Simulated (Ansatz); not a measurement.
# Mn3Al: the cost of one run

Computed with Ansatz 0.2.0 (DFT r2SCAN, scalar-relativistic, plane waves, PAW, unless a step's input says otherwise).

1 further run of the same task is left out (set aside as unsound or not needed).

## Step 1: The system as given

It takes space group Fm-3m (No. 225, cubic). The conventional cell has a = 6.066 Å, b = 6.066 Å, c = 6.066 Å, α = 90.00°, β = 90.00°, γ = 90.00°. Mn (site symmetry -43m) has 4 Mn at 2.63 Å and 4 Al at 2.63 Å as nearest neighbours. Around Mn (site symmetry m-3m) lie 8 Mn at 2.63 Å. Al (site symmetry m-3m) is surrounded by 8 Mn at 2.63 Å.

Coordinates:

```
CELL_PARAMETERS angstrom
0.00000 3.03288 3.03288
3.03288 0.00000 3.03288
3.03288 3.03288 0.00000
ATOMIC_POSITIONS crystal
Mn 0.75000 0.75000 0.75000
Mn 0.25000 0.25000 0.25000
Mn 0.00000 0.00000 0.00000
Al 0.50000 0.50000 0.50000
```

## Step 2: Calculation

Input file input.yaml:

```yaml
crystal:
  lattice:
    - [0.0, 3.0328778776, 3.0328778776]
    - [3.0328778776, 0.0, 3.0328778776]
    - [3.0328778776, 3.0328778776, 0.0]
  atoms:
    - { symbol: Mn, position: [0.75, 0.75, 0.75], spin: 3.66 }
    - { symbol: Mn, position: [0.25, 0.25, 0.25], spin: 3.66 }
    - { symbol: Mn, position: [0.0, 0.0, 0.0], spin: -0.31 }
    - { symbol: Al, position: [0.5, 0.5, 0.5] }
basis:
  ecutwfc: 500
kpoints:
  mp_grid: { grid: [12, 12, 12] }
hamiltonian:
  xc: r2scan
scf:
  occupations: { method: gaussian, width: 0.1 }
output:
  forces: true
  stress: true
  eigenvalues: true
  populations: true
magnetization:
  spin_polarized: true
```

On the command line:

```sh
ansatz run input.yaml --threads 1 --pin off --max-ram 2560MiB --backend cpu --events-out ev --progress --plain --runs-dir out
```

What time and memory should one allow on 1 thread of Intel Xeon Platinum 8375C at 2.90GHz (Ice Lake), shared host?

About 74 s, with a peak of 0.81 GiB.
